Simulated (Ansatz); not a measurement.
A nudged elastic band was laid between two geometries of a periodic cell of 17 atoms, Li (surface Li(110), adsorbate Li).

Theory: DFT LDA, scalar-relativistic, plane waves, PAW (Ansatz). Settings: cutoff 420 eV, k mesh 4x4x1, gaussian smearing 0.05 eV, no spin polarisation.

- movable images: 5
- climbing image: yes
- spring: 5.0 eV/Å²
- optimiser: lbfgs
- start path: IDPP
- force threshold: 0.05 eV/Å
- iteration limit: 80
- end points: relaxed
- atoms held: 1 to 4

Image 0:

```xyz
17
Lattice="6.9800 0.0000 0.0000 3.4900 4.9356 0.0000 0.0000 0.0000 20.4034" Properties=species:S:1:pos:R:3
Li 0.000 2.468 1.000
Li 3.490 2.468 1.000
Li 1.745 4.936 1.000
Li 5.235 4.936 1.000
Li 0.070 -0.255 3.168
Li 3.406 -0.214 3.289
Li 1.710 2.298 3.276
Li 5.250 2.169 3.148
Li -0.174 2.430 5.525
Li 3.615 2.354 5.461
Li 1.863 4.745 5.364
Li 5.088 4.938 5.588
Li -0.196 0.307 7.843
Li 3.665 0.188 7.457
Li 1.764 2.592 7.674
Li 5.134 2.885 7.959
Li 2.184 0.500 9.778
```

Image 6:

```xyz
17
Lattice="6.9800 0.0000 0.0000 3.4900 4.9356 0.0000 0.0000 0.0000 20.4034" Properties=species:S:1:pos:R:3
Li 0.000 2.468 1.000
Li 3.490 2.468 1.000
Li 1.745 4.936 1.000
Li 5.235 4.936 1.000
Li 0.052 0.142 3.194
Li 3.438 0.142 3.194
Li 1.745 2.652 3.164
Li 5.235 2.569 3.263
Li 0.127 2.490 5.478
Li 3.363 2.490 5.478
Li 1.745 5.046 5.339
Li 5.235 4.917 5.493
Li -0.130 -0.203 7.592
Li 3.620 -0.203 7.592
Li 1.745 2.149 7.978
Li 5.235 2.354 7.656
Li 1.745 -0.524 9.787
```

(1) What changes between the two ends?

(2) Give the energies along the band, and the barrier.

## Answers

(1) The atom that moves furthest is Li17, by 1.11 Å.

(2) The forces met the threshold. The highest image is number 6 of 0 to 6, 0.005 eV above the first end and 0.000 eV above the last; the last end lies 0.005 eV above the first. The highest image is an end point: on this band no image between the ends rises above it. Inner images lie up to 0.009 eV below the lower end, so the ends aren't the lowest states on this path. Limits of this set-up: coarse k mesh, thin slab, slab without dipole correction.

```json
{"image": "0", "path coordinate (Å)": "0.00", "energy (eV)": "0.000"}
{"image": "1", "path coordinate (Å)": "0.58", "energy (eV)": "-0.009"}
{"image": "2", "path coordinate (Å)": "1.15", "energy (eV)": "-0.007"}
{"image": "3", "path coordinate (Å)": "1.73", "energy (eV)": "-0.002"}
{"image": "4", "path coordinate (Å)": "2.31", "energy (eV)": "-0.003"}
{"image": "5", "path coordinate (Å)": "2.89", "energy (eV)": "0.004"}
{"image": "6", "path coordinate (Å)": "3.15", "energy (eV)": "0.005"}
```

Time of the run: 5.5 min on 2 threads of INTEL(R) XEON(R) PLATINUM 8581C CPU @ 2.30GHz (Emerald Rapids), with other jobs on the host, peak memory 1.8 GiB.
